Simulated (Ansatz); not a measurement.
A run of Ansatz 0.2.0:

Contents of input:

```
crystal:
  lattice:
    - [1.95495, -14.82973, 0.0]
    - [1.95495, 14.82973, 0.0]
    - [0.0, 0.0, 3.8859]
  atoms:
    - { symbol: Ta, position: [0.20437, 0.79563, 0.0] }
    - { symbol: Ta, position: [0.92451, 0.07549, 0.0] }
    - { symbol: Ta, position: [0.07549, 0.92451, 0.0] }
    - { symbol: Ta, position: [0.79563, 0.20437, 0.0] }
    - { symbol: Ni, position: [0.5, 0.5, 0.0], spin: 0.999, spin_axis: [0.577, 0.577, 0.577] }
    - { symbol: O, position: [0.13987, 0.86013, 0.0] }
    - { symbol: O, position: [0.72107, 0.27893, 0.0] }
    - { symbol: O, position: [0.43645, 0.56355, 0.0] }
    - { symbol: O, position: [0.56355, 0.43645, 0.0] }
    - { symbol: O, position: [0.0, 0.0, 0.0] }
    - { symbol: O, position: [0.86013, 0.13987, 0.0] }
    - { symbol: O, position: [0.27893, 0.72107, 0.0] }
    - { symbol: O, position: [0.9279, 0.0721, 0.5] }
    - { symbol: O, position: [0.0721, 0.9279, 0.5] }
    - { symbol: O, position: [0.79436, 0.20564, 0.5] }
    - { symbol: O, position: [0.20564, 0.79436, 0.5] }
hamiltonian:
  xc: pbe
  pseudopotentials: { kind: paw_fr }
magnetization:
  noncollinear: true
  spin_orbit: true
kpoints:
  mp_grid: { grid: [5, 5, 5] }
  band_path:
    path:
      - [[0.0, 0.0, 0.0], [0.2543445503, 0.2543445503, 0.0], [0.0, 0.5, 0.0], [0.0, 0.5, 0.5], [0.2543445503, 0.2543445503, 0.5], [0.0, 0.0, 0.5], [0.0, 0.0, 0.0], [-0.5, 0.5, 0.0], [-0.2543445503, 0.7456554497, 0.0], [-0.2543445503, 0.7456554497, 0.5], [-0.5, 0.5, 0.5], [-0.5, 0.5, 0.0]]
      - [[0.0, 0.0, 0.5], [-0.5, 0.5, 0.5]]
    npoints: 10
scf:
  occupations: { method: fermi_dirac, width: 0.05 }
  n_extra_bands: 40
output:
  forces: true
  stress: true
  eigenvalues: true
  fatbands: true
```

Hardware: 1 × NVIDIA H100 80GB HBM3 with 2 threads of AMD EPYC 7R13 Processor (Zen 3), with other jobs on the host.

How long does it take, and how much memory?

Run time: 2 min on 1 × NVIDIA H100 80GB HBM3 with 2 threads of AMD EPYC 7R13 Processor (Zen 3), on a shared host, peak memory 4.7 GiB. Counts: scf iterations 55, plane waves 4447, k points 63, bands 176.
